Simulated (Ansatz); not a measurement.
# MoSCl₄: up Jacob's ladder to CCSD(T)

One table from this session's results is given with a row withheld; the runs are named, their logs left out.

The runs use Ansatz 0.2.0, Gaussian basis; functionals in def2-TZVPP, the program's frozen cores in correlated methods.

Levels to be run: LDA (SPW92), PBE-D4, revPBE-D4, BLYP-D4, r2SCAN-D4, B97M-V, PBE0-D4, B3LYP-D4, r2SCANh-D4, r2SCAN0-D4, HSE06-D4, BHLYP-D4, CAM-B3LYP-D4, LC-ωPBE, ωB97X-V, ωB97M-V, B2PLYP, PBE-QIDH; CCSD(T)/def2-SVP; CCSD(T)/def2-TZVPP; MP2/def2-QZVPP; extrapolation to the limit; RPA on PBE.

1 further run of the same task is left out (for a known fault of the program). Runs told in other sessions of the task aren't counted.

## The relaxed structure

The geometry comes from an earlier relaxation with PBE0-D4 in a triple-zeta def2 set; it is a stationary point. Mo takes the def2 core potential; no spin-orbit term is included.

6 atoms, charge 0, spin multiplicity 1.

Atoms are counted from 1 here; the program's logs count them from 0.

Bond lengths: S1–Mo2 2.054 Å, Mo2–Cl3 2.277 Å, Mo2–Cl4 2.277 Å, Mo2–Cl5 2.277 Å, Mo2–Cl6 2.277 Å. Angles: S1–Mo2–Cl3 104.5°, S1–Mo2–Cl4 104.5°, S1–Mo2–Cl5 104.5°, S1–Mo2–Cl6 104.5°, Cl3–Mo2–Cl4 86.4°, Cl3–Mo2–Cl5 151.1°, Cl3–Mo2–Cl6 86.4°, Cl4–Mo2–Cl5 86.4°, Cl4–Mo2–Cl6 151.0°, Cl5–Mo2–Cl6 86.4°.

Set-up of the first run:

Input file in.yaml:

```yaml
crystal:
  periodic: [false, false, false]
  atoms:
    - {symbol: S, position_ang: [-2.076969, -0.097052, 0.145984]}
    - {symbol: Mo, position_ang: [-0.029866, -0.012199, -0.004969]}
    - {symbol: Cl, position_ang: [0.722962, -1.079337, 1.859908]}
    - {symbol: Cl, position_ang: [0.535934, -1.902190, -1.141212]}
    - {symbol: Cl, position_ang: [0.351391, 1.101956, -1.953456]}
    - {symbol: Cl, position_ang: [0.538648, 1.924822, 1.047645]}
basis:
  gaussian: {orbitals: def2-TZVPP}
hamiltonian: {xc: lda}
output: {orbitals: {seedname: orbitals}}
```

Run with:

```
$ ansatz run in.yaml --threads 4 --pin off --events-out ev --progress --plain --max-ram 11315MiB
```

Among the steps run: LDA; PBE-D4 (GGA); revPBE-D4 (GGA); BLYP-D4 (GGA); r2SCAN-D4 (meta-GGA); B97M-V (meta-GGA); B3LYP-D4 (hybrid); r2SCANh-D4 (hybrid); r2SCAN0-D4 (hybrid); HSE06-D4 (hybrid); BHLYP-D4 (hybrid); CAM-B3LYP-D4 (range-separated); LC-ωPBE (range-separated); ωB97X-V (range-separated); ωB97M-V (range-separated); B2PLYP (double hybrid); PBE-QIDH (double hybrid).

One of the session's tables, all rows but one given; the rest of the session is left out.

It belongs to the step «Orbital energies across the functionals». 

```
  functional  HOMO (eV)  LUMO (eV)  gap (eV)
 LDA (SPW92)      -7.50      -5.90      1.60
      PBE-D4          ?          ?         ?
   revPBE-D4      -7.30      -5.63      1.66
     BLYP-D4      -7.16      -5.55      1.61
   r2SCAN-D4      -7.69      -5.81      1.88
      B97M-V      -7.78      -5.81      1.97
     PBE0-D4      -8.65      -5.15      3.50
    B3LYP-D4      -8.37      -5.28      3.09
  r2SCANh-D4      -8.16      -5.57      2.59
  r2SCAN0-D4      -8.88      -5.18      3.69
    HSE06-D4      -8.25      -5.51      2.74
    BHLYP-D4      -9.80      -4.30      5.50
CAM-B3LYP-D4      -9.93      -4.16      5.78
     LC-ωPBE     -11.34      -3.22      8.12
     ωB97X-V     -10.97      -3.22      7.74
     ωB97M-V     -10.79      -3.17      7.62
```

Q: Estimate the row for PBE-D4 from the others.

The run gave: HOMO (eV): -7.35; LUMO (eV): -5.71; gap (eV): 1.64. In the column «HOMO (eV)» it lies between LDA (SPW92) (-7.50) and revPBE-D4 (-7.30).
